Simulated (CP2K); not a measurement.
Here is a CP2K 2026.2 calculation.

The input sn3se_scf.inp:

```
&GLOBAL
  PROJECT sn3se_scf
  RUN_TYPE ENERGY_FORCE
  PRINT_LEVEL LOW
&END GLOBAL
&FORCE_EVAL
  METHOD QS
  STRESS_TENSOR ANALYTICAL
  &DFT
    BASIS_SET_FILE_NAME BASIS_MOLOPT_UZH
    POTENTIAL_FILE_NAME POTENTIAL_UZH
    &MGRID
      CUTOFF 450
      REL_CUTOFF 60
      NGRIDS 4
    &END MGRID
    &QS
      METHOD GPW
      EPS_DEFAULT 1.0E-10
    &END QS
    &KPOINTS
      SCHEME MONKHORST-PACK 6 6 6
      GAMMA_CENTERED T
      SYMMETRY T
      SYMMETRY_BACKEND SPGLIB
    &END KPOINTS
    &SCF
      SCF_GUESS ATOMIC
      EPS_SCF 1.0E-6
      MAX_SCF 100
      ADDED_MOS 14
      CHOLESKY OFF
      EPS_EIGVAL 1.0E-7
      &DIAGONALIZATION ON
        ALGORITHM STANDARD
      &END DIAGONALIZATION
      &MIXING ON
        METHOD BROYDEN_MIXING
        ALPHA 0.4
        BETA 1.5
        NBUFFER 8
      &END MIXING
      &SMEAR ON
        METHOD FERMI_DIRAC
        ELECTRONIC_TEMPERATURE [K] 580.226
      &END SMEAR
    &END SCF
    &XC
      &XC_FUNCTIONAL
        &GGA_X_PBE_SOL
        &END GGA_X_PBE_SOL
        &GGA_C_PBE_SOL
        &END GGA_C_PBE_SOL
      &END XC_FUNCTIONAL
    &END XC
    &PRINT
      &KPOINTS ON
      &END KPOINTS
      &MULLIKEN ON
      &END MULLIKEN
      &MO ON
        ENERGIES T
        OCCUPATION_NUMBERS T
        &EACH
          QS_SCF 0
        &END EACH
        ADD_LAST NUMERIC
      &END MO
      &LOWDIN ON
      &END LOWDIN
      &HIRSHFELD ON
        SHAPE_FUNCTION DENSITY
      &END HIRSHFELD
    &END PRINT
  &END DFT
  &SUBSYS
    &CELL
      ABC 4.7418790000 4.7418790000 4.7418790000
      ALPHA_BETA_GAMMA 90.0000000000 90.0000000000 90.0000000000
      PERIODIC XYZ
    &END CELL
    &COORD
      Sn  2.3889491564 2.3899164998 -0.0090143120
      Sn  2.4240912217 -0.0397416879 2.3660411390
      Sn  0.0198495055 2.4157549984 2.4278657574
      Se  0.0227088585 -0.0365409196 -0.0013135005
    &END COORD
    &KIND Sn
      BASIS_SET TZVP-MOLOPT-PBE-GTH-q4
      POTENTIAL GTH-PBE-q4
    &END KIND
    &KIND Se
      BASIS_SET TZVP-MOLOPT-PBE-GTH-q6
      POTENTIAL GTH-PBE-q6
    &END KIND
    &PRINT
      &ATOMIC_COORDINATES ON
      &END ATOMIC_COORDINATES
      &CELL ON
      &END CELL
    &END PRINT
  &END SUBSYS
  &PRINT
    &FORCES ON
    &END FORCES
    &STRESS_TENSOR ON
    &END STRESS_TENSOR
  &END PRINT
&END FORCE_EVAL
```

Potentials or basis: POTENTIAL_UZH Sn GTH-PBE-q4, Se GTH-PBE-q6; TZVP-MOLOPT-PBE-GTH basis.

Command:

```console
$ OMP_NUM_THREADS=1 mpirun -n 3 cp2k.psmp -i sn3se_scf.inp -o sn3se_scf.out
```

Task: Predict the Hirshfeld charges.

Result: Sn +0.04; Se -0.13 e.

Task: Predict the pressure.

Result: 0.2 GPa.

Forces in eV/Å, atoms in the order of the input:
```
Sn  -0.042 -0.128  0.087
Sn  -0.011  0.180 -0.089
Sn   0.041 -0.109 -0.026
Se   0.012  0.057  0.029
```

Caveat: the potentials were made for another functional, which shifts forces and pressure; the basis of atomic orbitals isn't converged, which shifts pressures, moduli and gaps.
